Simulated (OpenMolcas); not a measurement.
# MP2/ANO-RCC-VDZ (DKH2) run of CH3FSn (SMILES [CH3][Sn][F])

We compute a geometry optimisation of CH3FSn. 

The calculation is run with OpenMolcas 26.06.

### 1 The system as given

CH3FSn: 6 atoms, total charge 0, spin state singlet. SMILES: `[CH3][Sn][F]`. The shape was changed from the relaxed one by the stated rule. The run starts from this shape.

Bond lengths: C1–Sn2 2.217 Å, Sn2–F3 1.995 Å, C1–H4 1.125 Å, C1–H5 1.183 Å, C1–H6 1.108 Å. Angles: C1–Sn2–F3 93.8°, Sn2–C1–H4 103.0°, Sn2–C1–H5 104.9°, Sn2–C1–H6 108.4°, H4–C1–H5 110.7°, H4–C1–H6 118.9°, H5–C1–H6 109.8°.

### 2 A structure relaxation at MP2/ANO-RCC-VDZ (DKH2)

The input, calc.input:

```
&GATEWAY
XBAS
C.ANO-RCC-VDZ
Sn.ANO-RCC-VDZ
F.ANO-RCC-VDZ
H.ANO-RCC-VDZ
End of Basis
ZMAT
C1
Sn2 1 2.217353
F3 2 1.994705 1 93.79295
H4 1 1.12498 2 102.96956 3 57.71362
H5 1 1.182646 4 110.73187 2 111.72339
H6 1 1.107839 4 118.85908 5 128.51797
End of ZMAT
>>> EXPORT MOLCAS_MAXITER=40
>>> Do While
&SEWARD
Relativistic
R02E00
&SCF
PrOrbitals
1 1
&MBPT2
Frozen
20
Grdt
&SLAPAF
>>> EndDo
```

Launch:

```sh
$ export MOLCAS_MEM=1860
$ pymolcas calc.input > calc.log
```

Standard output:

```text
--- Start Module: gateway ---

                                              &GATEWAY

                       available to each process: 1.9 GB of memory, 1 thread

++    Symmetry information:
      ---------------------

                    Character Table for C1

                             E
                    a        1  x, y, xy, Rz, z, xz, Ry, yz, Rx, I
--

++    Basis set information:
      ----------------------

      Basis set label: C.ANO-RCC...3S2P.

      Electronic valence basis set:
      ------------------
      Associated Effective Charge   6.000000 au
      Associated Actual Charge      6.000000 au
      Nuclear Model: Point charge

      Shell  nPrim  nBasis  Cartesian Spherical Contaminant
         s      14       3        X
         p       9       2        X

      Basis set label: SN.ANO-RCC...6S5P2D.

      Electronic valence basis set:
      ------------------
      Associated Effective Charge  50.000000 au
      Associated Actual Charge     50.000000 au
      Nuclear Model: Point charge

      Shell  nPrim  nBasis  Cartesian Spherical Contaminant
         s      22       6        X
         p      19       5        X
         d      13       2                 X

      Basis set label: F.ANO-RCC...3S2P.

      Electronic valence basis set:
      ------------------
      Associated Effective Charge   9.000000 au
      Associated Actual Charge      9.000000 au
      Nuclear Model: Point charge

      Shell  nPrim  nBasis  Cartesian Spherical Contaminant
         s      14       3        X
         p       9       2        X

      Basis set label: H.ANO-RCC...2S.

      Electronic valence basis set:
      ------------------
      Associated Effective Charge   1.000000 au
      Associated Actual Charge      1.000000 au
      Nuclear Model: Point charge

      Shell  nPrim  nBasis  Cartesian Spherical Contaminant
         s       8       2        X
--

[... 154 lines left out ...]
                                   SCF        iterations: Energy and convergence statistics
[... 216 lines left out ...]
       SCF energy                           =    -6311.6363711927 a.u.
[... 118 lines left out ...]
 Convergence criterion on step/parameter<=: 3.0E-04
[... 160 lines left out ...]
Iter      Energy       Change     Norm      Max    Element    Max     Element     Final Energy Update Update   Index
[... 159 lines left out ...]
WARNING!
[... 125 lines left out ...]
 Convergence not reached yet!
[... 179 lines left out ...]
       +  Value      Threshold Converged? +  Value      Threshold Converged? +
[... 174 lines left out ...]
Iter      Energy       Change     Norm      Max    Element    Max     Element     Final Energy Update Update   Index
[... 164 lines left out ...]
WARNING!
[... 126 lines left out ...]
 Convergence not reached yet!
[... 176 lines left out ...]
       +  Value      Threshold Converged? +  Value      Threshold Converged? +
[... 174 lines left out ...]
Iter      Energy       Change     Norm      Max    Element    Max     Element     Final Energy Update Update   Index
[... 164 lines left out ...]
WARNING!
[... 126 lines left out ...]
 Convergence not reached yet!
[... 176 lines left out ...]
       +  Value      Threshold Converged? +  Value      Threshold Converged? +
[... 183 lines left out ...]
++ Convergence information
[... 167 lines left out ...]
      Nuclear repulsion energy =  239.42591906
[... 29 lines left out ...]
      ********************************************************************************************************
      *                                               Results                                                *
      ********************************************************************************************************

 Conventional algorithm used...

       SCF energy                           =    -6311.6453431595 a.u.
       Second-order correlation energy      =       -0.2686193348 a.u.

       Total energy                         =    -6311.9139624943 a.u.
       Reference weight ( Cref**2 )         =        0.90068

::    Total MBPT2 energy                            -6311.9139624943

++    Molecular properties:
      ---------------------

      Charge (e):
                      =   -0.0000
      Dipole Moment (debye):
      Origin of the operator (angstrom)=    0.2283    0.0149    2.0470
                   X= -4.2144E+00               Y=  1.9503E-02               Z= -3.6866E-01           Total=  4.2305E+00
      Quadrupole Moment (debye*angstrom):
      Origin of the operator (angstrom)=    0.2283    0.0149    2.0470
                  XX= -4.7971E+01              XY=  6.3467E-02              XZ= -7.1824E-01              YY= -3.4524E+01
                  YZ=  2.7861E-02              ZZ= -4.2043E+01
      In traceless form (debye*angstrom)
                  XX= -9.6878E+00              XY=  9.5200E-02              XZ= -1.0774E+00              YY=  1.0484E+01
                  YZ=  4.1792E-02              ZZ= -7.9581E-01
--

       Zeroth-order energy (E0)             =    -3704.1216763317 a.u.

       Shanks-type energy S1(E)             =    -6311.9139901696 a.u.

       Data processing and timing information:

       Section                                              time(sec)
                                                          CPU  Elapsed

      Input data processing                              0.03      0.03
      Transformation of integrals                        0.28      0.35
      MBPT2 calculations (BJAI)                          0.23      0.29
      Total MBPT2 calculations                           0.54      0.67

--- Stop Module: last_energy /rc=_RC_ALL_IS_WELL_ ---
--- Module last_energy spent 5 seconds ---

>>> END DO

.##################.
.# Happy landing! #.
.##################.

    Timing: Wall=378.78 User=350.45 System=28.04
```

Wall time 6.3 min (1 thread of Arm Neoverse V1, shared host); peak memory 0.49 GiB.

The path in brief:

```
step  energy from the first frame kept (eV)  largest force (eV/Å)
   0                                 0.0000                2.0288
   1                                -0.1059                1.5027
   2                                -0.1446                1.2490
   3                                -0.1526                1.2128
   4                                -0.1812                0.9667
   5                                -0.1930                0.7558
   6                                -0.2029                0.4726
   7                                -0.2063                0.3343
   8                                -0.2077                0.2685
   9                                -0.2090                0.1509
  10                                -0.2098                0.1329
  11                                -0.2111                0.1049
  12                                -0.2116                0.0982
  13                                -0.2123                0.0736
  14                                -0.2126                0.0459
  15                                -0.2127                0.0393
  16                                -0.2127                0.0364
  17                                -0.2127                0.0375
  18                                -0.2129                0.0556
  19                                -0.2129                0.0491
  20                                -0.2129                0.0372
```

After the run. Bond lengths: C1–Sn2 2.208 Å, Sn2–F3 2.053 Å, C1–H4 1.107 Å, C1–H5 1.107 Å, C1–H6 1.104 Å. Angles: C1–Sn2–F3 91.3°, Sn2–C1–H4 109.4°, Sn2–C1–H5 108.8°, Sn2–C1–H6 112.9°, H4–C1–H5 107.0°, H4–C1–H6 109.3°, H5–C1–H6 109.2°.

### 3 Summary of results

Level: MP2/ANO-RCC-VDZ (DKH2), 20 core orbitals frozen.

| quantity | value |
| --- | --- |
| total energy at the end | -6311.91396 Eh |
| dipole moment (mean-field density) | 4.57 D |
| HOMO energy (Hartree–Fock orbitals) | -9.40 eV |
| LUMO energy (Hartree–Fock orbitals) | -0.29 eV |
| HOMO–LUMO gap (Hartree–Fock orbitals) | 9.11 eV |
| correlation energy (20 core orbitals frozen) | -268.6 mEh |

What this shows: At the final geometry: Bond lengths: C1–Sn2 2.208 Å, Sn2–F3 2.053 Å, C1–H4 1.107 Å, C1–H5 1.107 Å, C1–H6 1.104 Å. Angles: C1–Sn2–F3 91.3°, Sn2–C1–H4 109.4°, Sn2–C1–H5 108.8°, Sn2–C1–H6 112.9°, H4–C1–H5 107.0°, H4–C1–H6 109.3°, H5–C1–H6 109.2°. The optimisation took 20 steps and changed the energy by -0.213 eV. Mulliken charges of the mean-field density run from -0.76 on F3 to +1.14 on Sn2; they depend strongly on the basis.
